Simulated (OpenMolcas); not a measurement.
**CH4OSn (SMILES [CH3][Sn][OH]): TPSS0/ANO-RCC-MB (DKH2, Cholesky decomposition, population LoProp)**

Aim: the electrostatic solvation energy at fixed shape (PCM, benzene) of CH4OSn at TPSS0/ANO-RCC-MB (DKH2, Cholesky decomposition, population LoProp), from 2 runs. 

The calculation is run with OpenMolcas 26.06.

5 further runs of the same task are left out: 5 set aside as unsound or not needed.

### Step 1. Starting point

The species is CH4OSn (7 atoms), meant as a singlet with charge 0. SMILES: `[CH3][Sn][OH]`. The shape comes from GFN2-xTB, which is rough for such elements, and wasn't checked as a minimum. This is one conformer, not always the lowest.

Bond lengths: C1–Sn2 2.283 Å, Sn2–O3 2.028 Å, C1–H4 1.093 Å, C1–H5 1.091 Å, C1–H6 1.092 Å, O3–H7 0.954 Å. Angles: C1–Sn2–O3 97.0°, Sn2–C1–H4 110.1°, Sn2–C1–H5 113.8°, Sn2–C1–H6 111.2°, Sn2–O3–H7 125.2°, H4–C1–H5 106.9°, H4–C1–H6 107.1°, H5–C1–H6 107.5°.

### Step 2. The charge distribution at TPSS0/ANO-RCC-MB (DKH2, Cholesky decomposition, population LoProp)

Contents of run.inp:

```
&GATEWAY
  BasisSet
  C.ANO-RCC-MB....
  C1 -0.847950 0.506590 -0.276650 angstrom
  End of Basis
  BasisSet
  Sn.ANO-RCC-MB....
  Sn2 1.269760 0.137730 -1.044520 angstrom
  End of Basis
  BasisSet
  O.ANO-RCC-MB....
  O3 1.889060 -1.035340 0.489090 angstrom
  End of Basis
  BasisSet
  H.ANO-RCC-MB....
  H4 -1.510670 -0.301560 -0.597880 angstrom
  H5 -1.288660 1.438970 -0.632880 angstrom
  H6 -0.873470 0.526870 0.814740 angstrom
  H7 1.361930 -1.273260 1.248100 angstrom
  End of Basis

&SEWARD
  Low
  Relativistic=R02E00

&SCF
  KSDFT=HYB_MGGA_XC_TPSS0
  PrOrbitals=1 1

&LOPROP
  NoField

&LOCALISATION
  Pipek-Mezey
```

Run with:

```bash
$ export MOLCAS_MEM=1860
$ pymolcas run.inp > run.log
```

The log of the run:

```text
--- Start Module: gateway ---
[...]
--- Stop Module: gateway /rc=_RC_ALL_IS_WELL_ ---
[...]
      Basis functions           41
[...]
       Convergence after  11 Iterations
[...]
::    Total KS-DFT energy                           -6290.6912196842
[...]
      Total spin, S                                     0.0000000000
[...]
      Total electronic charge=   68.000000
      Total            charge=   -0.000000
[...]
      Dipole Moment (debye):
      Origin of the operator (angstrom)=    1.1187    0.0423   -0.7892
                   X= -1.3220E+00               Y=  4.2266E-01               Z=  1.6521E-01           Total=  1.3977E+00
      Quadrupole Moment (debye*angstrom):
[...]
--- Start Module: loprop ---
[...]
--- Stop Module: loprop /rc=_RC_ALL_IS_WELL_ ---
--- Start Module: localisation ---
[...]
--- Stop Module: localisation /rc=_RC_ALL_IS_WELL_ ---
[...]
```

Run time: 9.9 s. Hardware: 1 thread of Arm Neoverse V1, shared host; peak memory 0.23 GiB.

Atomic charges (e):

```
atom  Mulliken  program's own
  C1    -0.737         -0.560
 Sn2    +0.748         +0.608
  O3    -0.762         -0.590
  H4    +0.138         +0.099
  H5    +0.141         +0.100
  H6    +0.136         +0.095
  H7    +0.336         +0.247
```

### Step 3. Energy and one-electron properties at TPSS0/ANO-RCC-MB (DKH2, Cholesky decomposition, PCM benzene, population LoProp)

Contents of run.input:

```
&GATEWAY
 BasisSet
 C.ANO-RCC-MB....
 C1 -0.847950 0.506590 -0.276650 angstrom
 End of Basis
 BasisSet
 Sn.ANO-RCC-MB....
 Sn2 1.269760 0.137730 -1.044520 angstrom
 End of Basis
 BasisSet
 O.ANO-RCC-MB....
 O3 1.889060 -1.035340 0.489090 angstrom
 End of Basis
 BasisSet
 H.ANO-RCC-MB....
 H4 -1.510670 -0.301560 -0.597880 angstrom
 H5 -1.288660 1.438970 -0.632880 angstrom
 H6 -0.873470 0.526870 0.814740 angstrom
 H7 1.361930 -1.273260 1.248100 angstrom
 End of Basis
 RF-Input
 PCM-Model
 Solvent=benzene
 End of RF-Input

&SEWARD
 Low
 Relativistic
 R02E00

&SCF
 KSDFT
 HYB_MGGA_XC_TPSS0
 PrOrbitals
 1 1

&LOPROP
 NoField

&LOCALISATION
 Pipek-Mezey
```

Run with:

```bash
$ export MOLCAS_MEM=1860
$ pymolcas run.input > run.log
```

The log of the run:

```text
--- Start Module: gateway ---
[...]
--- Stop Module: gateway /rc=_RC_ALL_IS_WELL_ ---
[...]
      Basis functions           41
[...]
       Convergence after  10 Iterations
[...]
::    Total KS-DFT energy                           -6290.6949145004
[...]
      Total spin, S                                     0.0000000000
[...]
      Total electronic charge=   68.000000
      Total            charge=   -0.000000
[...]
      Dipole Moment (debye):
      Origin of the operator (angstrom)=    1.1187    0.0423   -0.7892
                   X= -1.4097E+00               Y=  4.3609E-01               Z=  1.9889E-01           Total=  1.4890E+00
      Quadrupole Moment (debye*angstrom):
[...]
--- Start Module: loprop ---
[...]
--- Stop Module: loprop /rc=_RC_ALL_IS_WELL_ ---
--- Start Module: localisation ---
[...]
--- Stop Module: localisation /rc=_RC_ALL_IS_WELL_ ---
[...]
```

It took 14 s on 1 thread of Arm Neoverse V1, shared host; peak memory 0.23 GiB.

Atomic charges (e):

```
atom  Mulliken  program's own
  C1    -0.736         -0.559
 Sn2    +0.750         +0.609
  O3    -0.774         -0.599
  H4    +0.138         +0.099
  H5    +0.140         +0.100
  H6    +0.136         +0.096
  H7    +0.345         +0.255
```

### Step 4. Summary of results

At TPSS0/ANO-RCC-MB (DKH2, Cholesky decomposition, population LoProp):

```
                                        quantity           value
                         gas phase: total energy  -6290.69122 Eh
                        gas phase: dipole moment          1.40 D
                          gas phase: HOMO energy        -7.14 eV
                          gas phase: LUMO energy        -2.63 eV
                        gas phase: HOMO–LUMO gap         4.51 eV
                      PCM, benzene: total energy  -6290.69491 Eh
                     PCM, benzene: dipole moment          1.49 D
                       PCM, benzene: HOMO energy        -7.05 eV
                       PCM, benzene: LUMO energy        -2.46 eV
                     PCM, benzene: HOMO–LUMO gap         4.59 eV
energy change from gas to solvent at fixed shape       -0.101 eV
```

**Reading.** The solvent model (PCM, benzene) lowers the energy by 0.10 eV (−2.3 kcal/mol) at the same shape. It holds the electrostatic part alone, without cavity or dispersion terms. Mulliken charges (PCM, benzene) run from -0.77 on O3 to +0.75 on Sn2; they depend strongly on the basis.
